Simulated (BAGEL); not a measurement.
# A workflow on SiF4 (silicon tetrafluoride)

Wanted: the energy (HF/def2-SV(P)), then a single-point energy (NEVPT2(2,2)/def2-SV(P)), then a single-point energy (CASPT2(2,2)/def2-SV(P)) of SiF4 (silicon tetrafluoride). 

Program for the calculation: BAGEL 1.2.2.

1 further run of the same task is left out (set aside as unsound or not needed).

## (1) The system as given

The species is SiF4 (5 atoms), meant as a singlet with charge 0. SMILES: `F[Si](F)(F)F`. The coordinates come from a PBE0-D4/def2-TZVP relaxation.

Bond lengths: F1–Si2 1.562 Å, Si2–F3 1.562 Å, Si2–F4 1.562 Å, Si2–F5 1.562 Å. Angles: F1–Si2–F3 109.5°, F1–Si2–F4 109.5°, F1–Si2–F5 109.5°, F3–Si2–F4 109.5°, F3–Si2–F5 109.5°, F4–Si2–F5 109.5°.

## (2) The energy at HF/def2-SV(P) (density fitting with svp-jkfit) (run 1)

Contents of input.json:

```json
{ "bagel": [

{
  "title": "molecule",
  "basis": "def2-sv_p_.json",
  "df_basis": "svp-jkfit",
  "angstrom": true,
  "geometry": [
    { "atom": "F", "xyz": [       0.143215,      -0.791947,       1.338457 ] },
    { "atom": "Si", "xyz": [       0.000015,      -0.000017,      -0.000003 ] },
    { "atom": "F", "xyz": [      -1.047100,       1.144420,       0.181750 ] },
    { "atom": "F", "xyz": [      -0.477215,      -0.967827,      -1.129043 ] },
    { "atom": "F", "xyz": [       1.381145,       0.615303,      -0.391173 ] }
  ]
},

{ "title": "hf" },

{ "title": "print", "file": "orbitals.molden", "orbitals": true }

]}
```

The basis set def2-SV(P) is read from a file made from the Basis Set Exchange's data (not shown).

Launch:

```
$ BAGEL_NUM_THREADS=1 BAGEL input.json > input.out
```

Output:

```text
* using 1 threads per process

  ===============================================================
  ===============================================================

  *** Geometry ***

  { "atom" : "F", "xyz" : [      0.270637,     -1.496563,      2.529317 ] },
  { "atom" : "Si", "xyz" : [      0.000028,     -0.000032,     -0.000006 ] },
  { "atom" : "F", "xyz" : [     -1.978732,      2.162640,      0.343458 ] },
  { "atom" : "F", "xyz" : [     -0.901806,     -1.828928,     -2.133582 ] },
  { "atom" : "F", "xyz" : [      2.609986,      1.162754,     -0.739210 ] },

  Number of auxiliary basis functions:      436

  Since a DF basis is specified, we compute 2- and 3-index integrals:
    o Being stored without compression. Storage requirement is 0.019 GB

  Number of basis functions:       74
  Number of electrons      :       50

    * METHOD: MOLECULE                             0.15

  *** RHF ***

  === Nuclear Repulsion ===
   271.6099455037

      * DIIS with orbital gradients will be used.

  === RHF iteration (def2-sv_p_.json) ===
      0       -686.22076913          0.02770451           0.04
      1       -686.42364338          0.01673069           0.04
      2       -686.52842245          0.00049939           0.04
      3       -686.52860879          0.00009682           0.04
      4       -686.52861448          0.00000970           0.04
      5       -686.52861457          0.00000104           0.04
      6       -686.52861457          0.00000020           0.04
      7       -686.52861457          0.00000005           0.04
      8       -686.52861457          0.00000002           0.04
      9       -686.52861457          0.00000000           0.04
    * SCF iteration converged.

    * Permanent dipole moment:
           (   -0.000024,     0.000031,     0.000004) a.u.

    * METHOD: HF                                   0.49

    * METHOD: PRINT                                0.01

  ===============================================================
```

Wall time 0.76 s (1 thread of Arm Neoverse V1, shared host); peak memory 0.18 GiB.

## (3) The energy at NEVPT2(2,2)/def2-SV(P) (density fitting with svp-jkfit) (run 2)

Contents of input.json:

```json
{ "bagel" : [

{
  "title" : "molecule",
  "basis" : "def2-sv_p_.json",
  "df_basis" : "svp-jkfit",
  "angstrom" : true,
  "geometry" : [
    { "atom" : "F", "xyz" : [       0.143215,      -0.791947,       1.338457 ] },
    { "atom" : "Si", "xyz" : [       0.000015,      -0.000017,      -0.000003 ] },
    { "atom" : "F", "xyz" : [      -1.047100,       1.144420,       0.181750 ] },
    { "atom" : "F", "xyz" : [      -0.477215,      -0.967827,      -1.129043 ] },
    { "atom" : "F", "xyz" : [       1.381145,       0.615303,      -0.391173 ] }
  ]
},

{
  "title" : "hf"
},

{
  "title" : "nevpt2",
  "nstate" : 1,
  "nact" : 2,
  "nclosed" : 24,
  "active" : [13, 28],
  "maxiter" : 200,
  "natocc" : true,
  "ncore" : 9
},

{
  "title" : "print",
  "file" : "orbitals.molden",
  "orbitals" : true
}

]}
```

The basis set def2-SV(P) is read from a file made from the Basis Set Exchange's data (not shown).

Launch:

```
$ BAGEL_NUM_THREADS=1 BAGEL input.json > input.out
```

Output:

```text
* using 1 threads per process

  ===============================================================
  ===============================================================

  *** Geometry ***

[... 29 lines left out ...]
    * SCF iteration converged.
[... 1 line left out ...]
    * Permanent dipole moment:
[... 28 lines left out ...]
    * Second-order optimization converged. *
[... 9 lines left out ...]
     * ci vector, state   0, <S^2> = 0.0000
       2.     0.9969862091
       .2    -0.0775789846

  === DF-NEVPT2 calculation ===

    * 3-index integral transformation done
    * assembly done

      NEVPT2 correlation energy:   -0.8023368505      0.14

          (+0)     -0.7078343020
          (+0)'    -0.0471253244
          (+1)     -0.0113995846
          (+1)'    -0.0000000000
          (+2)     -0.0004342729
          (-1)     -0.0306805379
          (-1)'     0.0000000000
          (-2)     -0.0048628286

      NEVPT2 total energy:       -687.3473140448

    * METHOD: NEVPT2                               4.35

    * METHOD: PRINT                                0.01

  ===============================================================
```

It took 5.1 s on 1 thread of Arm Neoverse V1, shared host; peak memory 0.18 GiB.

## (4) The energy at CASPT2(2,2)/def2-SV(P) (density fitting with svp-jkfit) (run 3)

Contents of caspt2.json:

```json
{ "bagel" : [

{
  "title" : "molecule",
  "basis" : "def2-sv_p_.json",
  "df_basis" : "svp-jkfit",
  "angstrom" : true,
  "geometry" : [
    { "atom" : "F", "xyz" : [    0.143215,   -0.791947,    1.338457 ] },
    { "atom" : "Si", "xyz" : [    0.000015,   -0.000017,   -0.000003 ] },
    { "atom" : "F", "xyz" : [   -1.047100,    1.144420,    0.181750 ] },
    { "atom" : "F", "xyz" : [   -0.477215,   -0.967827,   -1.129043 ] },
    { "atom" : "F", "xyz" : [    1.381145,    0.615303,   -0.391173 ] }
  ]
},
{ "title" : "hf" },
{ "title" : "casscf", "nstate" : 1, "nact" : 2, "nclosed" : 24, "active" : [13, 28], "maxiter" : 200, "natocc" : true },
{ "title" : "print", "file" : "orbitals.molden", "orbitals" : true },
{ "title" : "smith", "method" : "caspt2", "ms" : true, "xms" : true, "sssr" : true, "shift" : 0.2, "shift_imag" : true, "ncore" : 9 }

]}
```

The basis set def2-SV(P) is read from a file made from the Basis Set Exchange's data (not shown).

Launch:

```
$ BAGEL_NUM_THREADS=1 BAGEL caspt2.json > caspt2.out
```

Output:

```text
* using 1 threads per process

  ===============================================================
  ===============================================================

  *** Geometry ***

[... 31 lines left out ...]
    * Permanent dipole moment:
[... 37 lines left out ...]
     * ci vector, state   0, <S^2> = 0.0000
[... 21 lines left out ...]
       #      aibj      arbs      arbi      airj      risj      airs      arst      rist         Etot      error   time
[... 10 lines left out ...]
      ------------------------------------------------------------------------------------------------------------------

    * CASPT2 energy : state  0     -687.3521463000
        w/o shift correction       -687.3504816533
        reference weight              0.8533671288

    * METHOD: SMITH                                0.66

  ===============================================================
```

Wall time 5.7 s (1 thread of Arm Neoverse V1, shared host); peak memory 0.19 GiB.

## (5) Results

| quantity | value |
| --- | --- |
| run 1, HF/def2-SV(P): total energy | -686.52861 Eh |
| run 1, HF/def2-SV(P): dipole moment | 0.00 D |
| run 1, HF/def2-SV(P): HOMO energy | -18.55 eV |
| run 1, HF/def2-SV(P): LUMO energy | 4.28 eV |
| run 1, HF/def2-SV(P): HOMO–LUMO gap | 22.83 eV |
| run 2, NEVPT2(2,2)/def2-SV(P): total energy | -687.34731 Eh |
| run 3, CASPT2(2,2)/def2-SV(P): total energy | -687.35215 Eh |
